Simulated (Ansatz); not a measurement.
**H₃LiSeSi (SMILES [Li][Se][SiH3]): functionals against CCSD(T) at one geometry**

Aim: energy, forces and dipole at a structure displaced at random from a GFN2-xTB minimum, from CCSD(T) and from density functionals.

Computed with Ansatz 0.2.0, Gaussian basis. Level: single points in def2-TZVPP.

Cores are frozen in the correlated methods. Filled d shells of the heavier atoms are correlated. The outer core shell of Li, Na, Mg and K is correlated.

## 1. The starting structure

SMILES `[Li][Se][SiH3]`, 6 atoms, charge 0, spin multiplicity 1.

Atoms are counted from 1 here; the program's logs count them from 0.

Bond lengths: Li1–Se2 2.260 Å, Se2–Si3 2.276 Å, Si3–H4 1.466 Å, Si3–H5 1.448 Å, Si3–H6 1.464 Å. Angles: Li1–Se2–Si3 128.3°, Se2–Si3–H4 108.0°, Se2–Si3–H5 104.6°, Se2–Si3–H6 107.8°, H4–Si3–H5 113.3°, H4–Si3–H6 110.5°, H5–Si3–H6 112.3°.

As a file:

| atom | x (Å) | y (Å) | z (Å) |
| --- | --- | --- | --- |
| Li1 | -0.2234 | -2.7857 | 1.6535 |
| Se2 | -0.9737 | -1.1287 | 0.3125 |
| Si3 | 0.1377 | 0.7287 | -0.3919 |
| H4 | 1.3391 | 0.2916 | -1.1088 |
| H5 | -0.8119 | 1.4240 | -1.2354 |
| H6 | 0.5030 | 1.5086 | 0.7921 |

## 2. CCSD(T)/def2-TZVPP

Input file run/in.yaml:

```yaml
crystal:
  periodic: [false, false, false]
  atoms:
    - {symbol: Li, position_ang: [-0.223400, -2.785700, 1.653500]}
    - {symbol: Se, position_ang: [-0.973700, -1.128700, 0.312500]}
    - {symbol: Si, position_ang: [0.137700, 0.728700, -0.391900]}
    - {symbol: H, position_ang: [1.339100, 0.291600, -1.108800]}
    - {symbol: H, position_ang: [-0.811900, 1.424000, -1.235400]}
    - {symbol: H, position_ang: [0.503000, 1.508600, 0.792100]}
basis:
  gaussian: {orbitals: def2-TZVPP}
correlation: {method: ccsd_t}
output: {forces: true}
```

The command line of these runs was not kept.

## 3. PBE0-D4/def2-TZVPP

run/in.yaml: that of step 2 with these lines changed.

```diff
@@ -11,3 +11,3 @@
   gaussian: {orbitals: def2-TZVPP}
-correlation: {method: ccsd_t}
-output: {forces: true}
+hamiltonian: {xc: pbe0, dispersion: d4}
+output: {forces: true, orbitals: {seedname: orbitals}}
```

## 4. wB97M-V/def2-TZVPP

run/in.yaml: that of step 3 with these lines changed.

```diff
@@ -11,3 +11,3 @@
   gaussian: {orbitals: def2-TZVPP}
-hamiltonian: {xc: pbe0, dispersion: d4}
-output: {forces: true, orbitals: {seedname: orbitals}}
+hamiltonian: {xc: {name: wB97M-V}}
+output: {forces: true}
```

## 5. r2SCAN-D4/def2-TZVPP

run/in.yaml: that of step 4 with these lines changed.

```diff
@@ -11,3 +11,3 @@
   gaussian: {orbitals: def2-TZVPP}
-hamiltonian: {xc: {name: wB97M-V}}
+hamiltonian: {xc: r2scan, dispersion: d4}
 output: {forces: true}
```

## 6. PBE-D4/def2-TZVPP

run/in.yaml: that of step 5 with these lines changed.

```diff
@@ -11,3 +11,3 @@
   gaussian: {orbitals: def2-TZVPP}
-hamiltonian: {xc: r2scan, dispersion: d4}
+hamiltonian: {xc: pbe, dispersion: d4}
 output: {forces: true}
```

## 7. BLYP-D4/def2-TZVPP

run/in.yaml: that of step 6 with these lines changed.

```diff
@@ -11,3 +11,3 @@
   gaussian: {orbitals: def2-TZVPP}
-hamiltonian: {xc: pbe, dispersion: d4}
+hamiltonian: {xc: {name: BLYP}, dispersion: d4}
 output: {forces: true}
```

## 8. LC-wPBE/def2-TZVPP

run/in.yaml: that of step 7 with these lines changed.

```diff
@@ -11,3 +11,3 @@
   gaussian: {orbitals: def2-TZVPP}
-hamiltonian: {xc: {name: BLYP}, dispersion: d4}
+hamiltonian: {xc: {name: LC-wPBE}}
 output: {forces: true}
```

(Steps that only read results are left out.)

Before running it: what results should come out? Wanted: energy less free atoms, CCSD(T)/def2-TZVPP; RMS force component; RMS force error; HOMO and LUMO, PBE0-D4; T1 diagnostic.

As calculated:

| quantity | value |
| --- | --- |
| energy less free atoms, CCSD(T)/def2-TZVPP | -1531.0 kJ/mol |
| RMS force component | 0.432 to 0.533 eV/Å over the methods |
| RMS force error | PBE0-D4 0.052, wB97M-V 0.041, r2SCAN-D4 0.034, PBE-D4 0.121, BLYP-D4 0.144, LC-wPBE 0.094 eV/Å |
| HOMO and LUMO, PBE0-D4 | -5.53 and -1.46 eV |
| T1 diagnostic | 0.009 |

What this shows: Against CCSD(T) the functionals' energies less atoms differ by -44.4 to +1.8 kJ/mol, PBE-D4 by -14.4 kJ/mol. The reference is not at the basis limit: in triple zeta CCSD(T) underbinds, which counts against methods that bind more; the gaps are no ranking. On forces the order runs from r2SCAN-D4 to BLYP-D4. Frozen-core CCSD(T) forces in triple zeta carry basis errors of their own, and this is one geometry, so small gaps rank nothing.
